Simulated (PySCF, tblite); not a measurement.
**C3H8GeN2Si: geometry, infrared bands and NMR shifts**

What infrared bands and NMR shifts should C3H8GeN2Si (`N#C[C@H]1C[SiH2][NH][GeH2]1`) show?

The runs use tblite 0.8.0 and PySCF 2.14.0, with density-fitted response routines of our own; the level of theory stands in each step. All values are computed, except where a source is named. Atoms are numbered from 0 throughout.

**1. Starting geometry**

15 atoms, charge 0, multiplicity 1; geometry from: force field or distance geometry start.

Bonds of the start (Å): N0–C1 1.17, C1–C2 1.46, C2–C3 1.54, C3–Si4 1.87, Si4–N5 1.79, N5–Ge6 1.86, Ge6–C2 1.95, C2–H7 1.11, C3–H8 1.11, C3–H9 1.10, Si4–H10 1.46, Si4–H11 1.48, N5–H12 1.03, Ge6–H13 1.55, Ge6–H14 1.55.

**2. Optimising the geometry with GFN2-xTB**

Job settings and geometry (Å):

```
{"job": {"kind": "relax", "xc": "GFN2-xTB", "basis": "xTB"}, "charge": 0, "multiplicity": 1}
N      3.179400    -1.336700    -0.506800
C      2.220600    -0.808700    -0.097900
C      1.036300    -0.156600     0.445100
C      0.589000     1.018000    -0.451700
Si    -1.239600     1.276700    -0.131600
N     -1.952100    -0.341200     0.137300
Ge    -0.460700    -1.397100     0.502500
H      1.236800     0.216700     1.475300
H      0.723700     0.757800    -1.518000
H      1.159400     1.929900    -0.200700
H     -1.413300     2.090800     1.071300
H     -1.874200     1.928800    -1.292800
H     -2.325100    -0.663000    -0.770100
H     -0.303300    -2.478900    -0.599800
H     -0.581500    -2.028600     1.915900
```

Run with:

```console
> OMP_NUM_THREADS=1 python probes_run.py task.json out
```

This one command runs all jobs of the session in turn.

**Question.** This job is followed by: GFN2-xTB harmonic vibrations, gas phase; GIAO PBE0/pcSseg-1 NMR shielding, non-relativistic, gas phase. Predict these results of the whole session: strongest single infrared mode (GFN2-xTB); zero-point energy (GFN2-xTB); 13C shifts against TMS (PBE0/pcSseg-1); 1H shifts against TMS (PBE0/pcSseg-1); 15N shifts against NH3 (PBE0/pcSseg-1); 29Si shifts against TMS (PBE0/pcSseg-1); 73Ge shifts against GeMe4 (PBE0/pcSseg-1); surface potential, 1st and 99th percentile.

The runs gave:

| quantity | value |
| --- | --- |
| strongest single infrared mode (GFN2-xTB) | 1931 cm⁻¹, 549 km/mol |
| zero-point energy (GFN2-xTB) | 61.6 kcal/mol |
| 13C shifts against TMS (PBE0/pcSseg-1) | 126.2, 16.2, 11.2 ppm |
| 1H shifts against TMS (PBE0/pcSseg-1) | 5.29, 5.25, 5.12, 5.01, 2.20, 1.67, 1.47, -0.77 ppm |
| 15N shifts against NH3 (PBE0/pcSseg-1) | 294.8, -0.1 ppm |
| 29Si shifts against TMS (PBE0/pcSseg-1) | -21.3 ppm |
| 73Ge shifts against GeMe4 (PBE0/pcSseg-1) | -34 ppm |
| surface potential, 1st and 99th percentile | -1.86 V and 1.73 V |

**Reading.** Over 106 steps the energy fell by 0.489 eV; of the close pairs, C2–Ge6 changed most, 1.945 to 2.003 Å. No mode is imaginary among the 39: a minimum at this level. The strongest single mode, at 1931 cm⁻¹, moves mainly H13 and H14. GFN2-xTB is a fitted tight-binding method: band positions and strengths are rough. Its intensities can rank the bands wrongly. At PBE0/pcSseg-1: Shielding is most anisotropic at N0 (span 480 ppm, paramagnetic term -367 ppm). Spin-orbit coupling is left out, which matters for shieldings and couplings at and beside the heavy atoms.
